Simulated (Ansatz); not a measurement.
# ClH5OSn: the cost of one run

Method: RHF/def2-SVP, in Ansatz 0.2.0.

### 1 The system as given

Bond lengths: Sn1–Cl2 2.760 Å, Sn1–H3 1.740 Å, Sn1–H4 1.739 Å, Sn1–H5 1.739 Å, Sn1–O6 2.260 Å, O6–H7 1.010 Å. Angles: Cl2–Sn1–H3 109.4°, Cl2–Sn1–H4 109.5°, Cl2–Sn1–H5 109.5°, Cl2–Sn1–O6 71.6°, H3–Sn1–H4 109.5°, H3–Sn1–H5 109.5°, H3–Sn1–O6 178.9°, H4–Sn1–H5 109.5°, H4–Sn1–O6 70.0°, H5–Sn1–O6 70.0°, Sn1–O6–H7 109.5°.

Coordinates:

```xyz
8

Sn    0.0000    0.0000    0.0000
Cl    0.0000    0.0000    2.7600
H     1.6408    0.0000   -0.5794
H    -0.8195    1.4198   -0.5794
H    -0.8195   -1.4198   -0.5794
O    -2.1447    0.0000    0.7126
H    -2.6898   -0.6297    0.1413
H    -1.5115    0.0000    1.9362
```

### 2 Pulling towards end A

Springs on the bonds that form and break draw the guess towards this end; the thresholds are loose.

Input file input.yaml:

```yaml
crystal:
  periodic: [false, false, false]
  atoms:
    - { symbol: Sn, position_ang: [0.0, 0.0, 0.0] }
    - { symbol: Cl, position_ang: [0.0, 0.0, 2.76] }
    - { symbol: H, position_ang: [1.6408, 0.0, -0.5794] }
    - { symbol: H, position_ang: [-0.8195, 1.4198, -0.5794] }
    - { symbol: H, position_ang: [-0.8195, -1.4198, -0.5794] }
    - { symbol: O, position_ang: [-2.1447, 0.0, 0.7126] }
    - { symbol: H, position_ang: [-2.6898, -0.6297, 0.1413] }
    - { symbol: H, position_ang: [-1.5115, 0.0, 1.9362] }
basis:
  gaussian: { orbitals: def2-SVP }
hamiltonian:
  xc: hf
relax:
  f_tol: 0.15
  max_steps: 25
  restrain:
    - { distance: [0, 5], at: 3.16, k: 30.0 }
    - { distance: [7, 1], at: 2.57, k: 30.0 }
    - { distance: [0, 1], at: 2.41, k: 30.0 }
    - { distance: [7, 5], at: 1.01, k: 30.0 }
```

Run with:

```
$ ansatz run input.yaml --threads 1 --pin off --max-ram 2048MiB --backend cpu --events-out ev --progress --plain --runs-dir out
```

**Question.** How long does this run take on 1 thread of Intel Xeon 6975P-C (Granite Rapids), shared host, and how much memory does it need?

About 13 s, with a peak of 0.18 GiB.
